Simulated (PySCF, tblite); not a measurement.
# CH15NOSi5: geometry, infrared bands and NMR shifts

Aim: predict the infrared bands and NMR shifts of CH15NOSi5 (`CN[Si@H]([SiH3])[SiH2][SiH2][SiH2]O`).

The runs use tblite 0.8.0 and PySCF 2.14.0, with density-fitted response routines of our own; the level of theory stands in each step. All values are computed, except where a source is named. Atoms are numbered from 0 throughout.

### Step 1. Starting geometry

23 atoms, charge 0, multiplicity 1; geometry from: force field or distance geometry start.

Bonds of the start (Å): C0–N1 1.44, N1–Si2 1.80, Si2–Si3 2.22, Si2–Si4 2.21, Si4–Si5 2.23, Si5–Si6 2.25, Si6–O7 1.70, C0–H8 1.10, C0–H9 1.12, C0–H10 1.11, N1–H11 1.03, Si2–H12 1.49, Si3–H13 1.47, Si3–H14 1.49, Si3–H15 1.46, Si4–H16 1.47, Si4–H17 1.47, Si5–H18 1.48, Si5–H19 1.47, Si6–H20 1.46, Si6–H21 1.48, O7–H22 0.98.

### Step 2. Geometry optimisation with GFN2-xTB

Job settings and geometry (Å):

```
{"job": {"kind": "relax", "xc": "GFN2-xTB", "basis": "xTB"}, "charge": 0, "multiplicity": 1}
C     -2.995400     1.926700     0.473800
N     -1.724400     1.290700     0.727200
Si    -1.587100    -0.095600    -0.407700
Si    -2.556700    -1.932300     0.368200
Si     0.485800    -0.427800    -1.104000
Si     1.923600    -0.214100     0.593300
Si     4.043400    -0.435400    -0.120200
O      4.618500     0.962800    -0.907800
H     -2.863100     2.964300     0.138800
H     -3.600400     1.854700     1.409400
H     -3.524800     1.324700    -0.294100
H     -0.927100     1.933600     0.623600
H     -2.390900     0.314000    -1.587500
H     -3.938200    -1.964800    -0.136800
H     -2.635500    -1.921800     1.856800
H     -1.802400    -3.109000    -0.065200
H      0.828400     0.605600    -2.090300
H      0.593700    -1.748000    -1.750800
H      1.602800    -1.254200     1.600200
H      1.812200     1.099000     1.251000
H      4.129300    -1.548500    -1.067300
H      4.918800    -0.707600     1.038200
H      5.584700     1.110000    -0.820700
```

Run with:

```console
OMP_NUM_THREADS=1 python probes_run.py task.json out
```

One launch serves the whole session: the jobs run in the order shown.

**Question.** This job is followed by: GFN2-xTB harmonic vibrations, gas phase; GIAO PBE0/pcSseg-1 NMR shielding, non-relativistic, gas phase. Predict these results of the whole session: strongest single infrared mode (GFN2-xTB); zero-point energy (GFN2-xTB); 13C shifts against TMS (PBE0/pcSseg-1); 1H shifts against TMS (PBE0/pcSseg-1, means over atoms taken as alike); 15N shifts against NH3 (PBE0/pcSseg-1); 29Si shifts against TMS (PBE0/pcSseg-1); 17O shifts against H2O (PBE0/pcSseg-1); surface potential, 1st and 99th percentile.

The runs gave:

```
                                                              quantity                                                                  value
                             strongest single infrared mode (GFN2-xTB)                                                  565 cm⁻¹, 1516 km/mol
                                          zero-point energy (GFN2-xTB)                                                          92.7 kcal/mol
                                13C shifts against TMS (PBE0/pcSseg-1)                                                               36.0 ppm
1H shifts against TMS (PBE0/pcSseg-1, means over atoms taken as alike)  5.72, 5.67, 5.48, 3.80, 3.44, 3.37, 3.28, 3.26, 2.76, 0.34, -0.76 ppm
                                15N shifts against NH3 (PBE0/pcSseg-1)                                                               10.1 ppm
                               29Si shifts against TMS (PBE0/pcSseg-1)                               -18.3, -38.6, -122.2, -126.2, -132.9 ppm
                                17O shifts against H2O (PBE0/pcSseg-1)                                                               -2.4 ppm
                                 surface potential, 1st and 99th percentile                                                     -1.15 V and 1.88 V
```

What this shows: Relaxing lowered the energy by 1.118 eV in 228 steps; the close pair that moved most is Si2–Si3, from 2.217 to 2.331 Å. All 63 modes are real, so the xTB geometry is a minimum. The strongest single mode, at 565 cm⁻¹, is carried by H17, H12, H19. GFN2-xTB is a fitted tight-binding method: band positions and strengths are rough. Its intensities can rank the bands wrongly. By nearest atom (PBE0/pcSseg-1), the HOMO sits on N1 52 %; Si3 10 % and the LUMO on 4 Si atoms about 13 % each; H12, H20, H21 about 7 % each.
